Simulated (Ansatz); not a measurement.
# C₃H₂Na+ (SMILES [CH2+]C#[C][Na]): single points off equilibrium

One table from this session's results is given with a row withheld; the runs are named, their logs left out.

Computed with Ansatz 0.2.0, Gaussian basis. Level: single points in def2-TZVPP.

Correlated methods freeze the cores. The outer core shell of Li, Na, Mg and K is correlated.

## Where the work starts

SMILES `[CH2+]C#[C][Na]`, 6 atoms, charge 1, spin multiplicity 1.

Atoms are counted from 1 here; the program's logs count them from 0.

Bond lengths: C1–C2 1.337 Å, C1–H5 1.002 Å, C1–H6 1.165 Å, C2–C3 1.301 Å, C3–Na4 2.416 Å. Angles: C2–C1–H5 119.5°, C2–C1–H6 127.2°, H5–C1–H6 113.3°, C1–C2–C3 174.6°, C2–C3–Na4 175.5°.

Coordinates:

```xyz
6
C3H2Na
C     0.2289    1.2051    0.3927
C    -0.0386   -0.0568    0.0425
C    -0.1940   -1.2841   -0.3604
Na   -0.6639   -3.5201   -1.1463
H     0.7691    1.3842    1.2170
H    -0.1341    2.1757   -0.1394
```

The first run:

Contents of run/in.yaml:

```yaml
crystal:
  periodic: [false, false, false]
  atoms:
    - {symbol: C, position_ang: [0.228900, 1.205100, 0.392700]}
    - {symbol: C, position_ang: [-0.038600, -0.056800, 0.042500]}
    - {symbol: C, position_ang: [-0.194000, -1.284100, -0.360400]}
    - {symbol: Na, position_ang: [-0.663900, -3.520100, -1.146300]}
    - {symbol: H, position_ang: [0.769100, 1.384200, 1.217000]}
    - {symbol: H, position_ang: [-0.134100, 2.175700, -0.139400]}
basis:
  gaussian: {orbitals: def2-TZVPP}
total_charge: 1
correlation: {method: ccsd_t}
output: {forces: true}
```

The command line of these runs was not kept.

Steps of the session up to this table: CCSD(T)/def2-TZVPP; PBE0-D4/def2-TZVPP; wB97M-V/def2-TZVPP; r2SCAN-D4/def2-TZVPP; PBE-D4/def2-TZVPP; LC-wPBE/def2-TZVPP; BLYP-D4/def2-TZVPP.

One of the session's tables, all rows but one given; the rest of the session is left out.

| method | RMS force component (eV/Å) | angle to CCSD(T) forces (°) |
| --- | --- | --- |
| CCSD(T) | 1.603 | reference |
| PBE0-D4 | 1.705 | 9.9 |
| wB97M-V | ? | ? |
| r2SCAN-D4 | 1.654 | 8.5 |
| PBE-D4 | 1.623 | 6.6 |
| LC-wPBE | 1.801 | 14.0 |
| BLYP-D4 | 1.601 | 5.4 |

**Question.** Estimate the row for wB97M-V.

**Answer.** RMS force component (eV/Å): 1.714; angle to CCSD(T) forces (°): 11.1. In the column «RMS force component (eV/Å)» it lies between PBE0-D4 (1.705) and LC-wPBE (1.801).
